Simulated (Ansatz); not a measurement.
**C2H6BiF: one species, many methods**

The task here is to estimate one member of a computed series from the others.

Computed with Ansatz 0.2.0, Gaussian basis. Level: functionals in def2-TZVPP, the program's frozen cores in correlated methods.

Levels to be run: LDA (SPW92), PBE-D4, revPBE-D4, BLYP-D4, r2SCAN-D4, B97M-V, PBE0-D4, B3LYP-D4, r2SCANh-D4, r2SCAN0-D4, HSE06-D4, BHLYP-D4, CAM-B3LYP-D4, LC-ωPBE, ωB97X-V, ωB97M-V, B2PLYP, PBE-QIDH; CCSD(T)/def2-SVP; CCSD(T)/def2-TZVPP; MP2/def2-QZVPP; extrapolation to the limit; RPA on PBE.

## The relaxed structure

The geometry comes from an earlier relaxation with PBE0-D4 in a triple-zeta def2 set; it is a stationary point, not always the lowest conformer. Bi takes the def2 core potential; no spin-orbit term is included.

SMILES `[CH3][Bi]([CH3])[F]`, 10 atoms, charge 0, spin multiplicity 1.

Atoms are counted from 1 here; the program's logs count them from 0.

Bond lengths: C1–Bi2 2.238 Å, C1–H5 1.089 Å, C1–H6 1.092 Å, C1–H7 1.090 Å, Bi2–C3 2.238 Å, Bi2–F4 2.033 Å, C3–H8 1.089 Å, C3–H9 1.090 Å, C3–H10 1.092 Å. Angles: Bi2–C1–H5 110.2°, Bi2–C1–H6 109.6°, Bi2–C1–H7 107.2°, H5–C1–H6 109.8°, H5–C1–H7 110.0°, H6–C1–H7 109.9°, C1–Bi2–C3 92.4°, C1–Bi2–F4 92.7°, C3–Bi2–F4 92.7°, Bi2–C3–H8 110.2°, Bi2–C3–H9 107.2°, Bi2–C3–H10 109.6°, H8–C3–H9 110.0°, H8–C3–H10 109.8°, H9–C3–H10 109.9°.

The first run:

in.yaml

```yaml
crystal:
  periodic: [false, false, false]
  atoms:
    - {symbol: C, position_ang: [-0.759681, 1.282021, -0.659473]}
    - {symbol: Bi, position_ang: [-1.158944, -0.710492, 0.278446]}
    - {symbol: C, position_ang: [0.954476, -0.904645, 0.989125]}
    - {symbol: F, position_ang: [-0.771866, -1.709508, -1.448989]}
    - {symbol: H, position_ang: [-1.644021, 1.631943, -1.190628]}
    - {symbol: H, position_ang: [-0.484137, 2.002347, 0.113171]}
    - {symbol: H, position_ang: [0.067256, 1.150591, -1.356983]}
    - {symbol: H, position_ang: [1.105332, -1.874200, 1.462287]}
    - {symbol: H, position_ang: [1.598131, -0.811694, 0.114606]}
    - {symbol: H, position_ang: [1.176652, -0.107663, 1.701337]}
basis:
  gaussian: {orbitals: def2-TZVPP}
hamiltonian: {xc: lda}
output: {orbitals: {seedname: orbitals}}
```

Among the steps run: LDA; PBE-D4 (GGA); revPBE-D4 (GGA); BLYP-D4 (GGA); r2SCAN-D4 (meta-GGA); B97M-V (meta-GGA); PBE0-D4 (hybrid); B3LYP-D4 (hybrid); r2SCANh-D4 (hybrid); r2SCAN0-D4 (hybrid); HSE06-D4 (hybrid); BHLYP-D4 (hybrid); CAM-B3LYP-D4 (range-separated); LC-ωPBE-D4 (range-separated; the results give it without D4); ωB97X-V (range-separated); ωB97M-V (range-separated); B2PLYP (double hybrid); PBE-QIDH (double hybrid).

One table of the session follows, with a row left open; its other results are not shown here.

It belongs to the step «Frontier levels by functional». 

| functional | HOMO (eV) | gap (eV) |
| --- | --- | --- |
| LDA (SPW92) | -6.27 | 4.18 |
| PBE-D4 | -6.07 | 4.25 |
| revPBE-D4 | -6.00 | 4.30 |
| BLYP-D4 | -5.95 | 4.18 |
| r2SCAN-D4 | -6.32 | 4.77 |
| B97M-V | -6.25 | 4.58 |
| PBE0-D4 | -7.16 | 6.12 |
| B3LYP-D4 | -6.98 | 5.67 |
| r2SCANh-D4 | -6.72 | 5.45 |
| r2SCAN0-D4 | -7.33 | 6.45 |
| HSE06-D4 | -6.77 | 5.36 |
| BHLYP-D4 | ? | ? |
| CAM-B3LYP-D4 | -8.40 | 8.26 |
| LC-ωPBE | -9.62 | 10.66 |
| ωB97X-V | -9.31 | 10.21 |
| ωB97M-V | -9.23 | 9.90 |

Q: Estimate the row for BHLYP-D4 from the others.

Worked estimate for «HOMO (eV)». Against the share of exact exchange, BLYP-D4 (0, -5.95), B3LYP-D4 (0.2, -6.98) give a slope of -5.15 per unit share; at 0.5 the line stands at -8.52.

The run gave: HOMO (eV): -8.11; gap (eV): 7.82. In «HOMO (eV)» the line misses by -0.41.
